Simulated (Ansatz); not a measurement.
BH₆OPSi, SMILES BP[SiH2]O, a rigid scan of one bond length

Run with Ansatz's Python interface.

`bh6opsi.py`:
```python
"""Potential curve of BH6OPSi along one bond."""

import ansatz as az
import numpy as np

BASIS = "def2-SVP"
METHOD = "MP2"

geometry_ang = [
    ("B", (1.8143, 0.3077, 0.0259)),
    ("P", (0.703, -1.0174, -0.829)),
    ("Si", (-1.1637, 0.1304, -0.5436)),
    ("O", (-1.3239, 0.5864, 1.1037)),
    ("H", (2.0437, 1.3283, -0.5226)),
    ("H", (2.2267, 0.1191, 1.1164)),
    ("H", (0.5336, -1.8163, 0.3724)),
    ("H", (-2.311, -0.7031, -0.9328)),
    ("H", (-1.1295, 1.3356, -1.3852)),
    ("H", (-1.3932, -0.2707, 1.5949)),
]
mol = az.Crystal.molecule()
for symbol, xyz in geometry_ang:
    mol = mol.atom(symbol, xyz)

symbols = [site.symbol for site in mol.cartesian_sites]
start = np.array([site.position_ang for site in mol.cartesian_sites])
axis = (start[5] - start[0]) / np.linalg.norm(start[5] - start[0])
moving = [5]
lengths, energies = [1.0, 1.09, 1.18, 1.3, 1.48, 1.77, 2.13, 2.6], []
for length in lengths:
    xyz = start.copy()
    xyz[moving] += (length - np.linalg.norm(start[5] - start[0])) * axis
    point = az.Crystal.molecule()
    for symbol, place in zip(symbols, xyz):
        point = point.atom(symbol, place.tolist())
    setup = (
        point.calculation()
        .basis(gaussian=BASIS)
        .correlation(METHOD)
    )
    rep = setup.run().report
    energies.append(rep["free_energy_ev"])
    print(f"r = {length:6.3f} A  E = {energies[-1]:.5f} eV  <S^2> = {abs(rep['mean_field']['state']['spin_squared']):.3f}")

print("energy above the lowest point (eV):", [round(e - min(energies), 3) for e in energies])
```

```console
$ python bh6opsi.py
r =  1.000 A  E = -19943.75491 eV  <S^2> = 0.000
r =  1.090 A  E = -19944.28167 eV  <S^2> = 0.000
r =  1.180 A  E = -19944.46042 eV  <S^2> = 0.000
r =  1.300 A  E = -19944.36009 eV  <S^2> = 0.000
r =  1.480 A  E = -19943.82436 eV  <S^2> = 0.000
r =  1.770 A  E = -19942.64727 eV  <S^2> = 0.000
r =  2.130 A  E = -19941.25628 eV  <S^2> = 0.000
r =  2.600 A  E = -19939.88623 eV  <S^2> = 0.000
energy above the lowest point (eV): [0.706, 0.179, 0.0, 0.1, 0.636, 1.813, 3.204, 4.574]
```

What to keep in mind:
- Total energies depend on the basis set; only differences at equal settings carry meaning.
- The rest of the molecule is held rigid at a force-field or estimated start geometry, and the basis set is modest; single-reference methods fail as a bond breaks.
- The orbitals are restricted, so S² is zero by construction.
- Toward dissociation an unrestricted state can lie under the restricted one, by tenths of an eV for polar bonds under a functional and by 1 to 2 eV or more for others.
- S² is that of the Hartree-Fock reference.
- Wall time of the script: 12 s on 1 thread of Arm Neoverse V1 (shared host), peak memory 0.25 GiB.
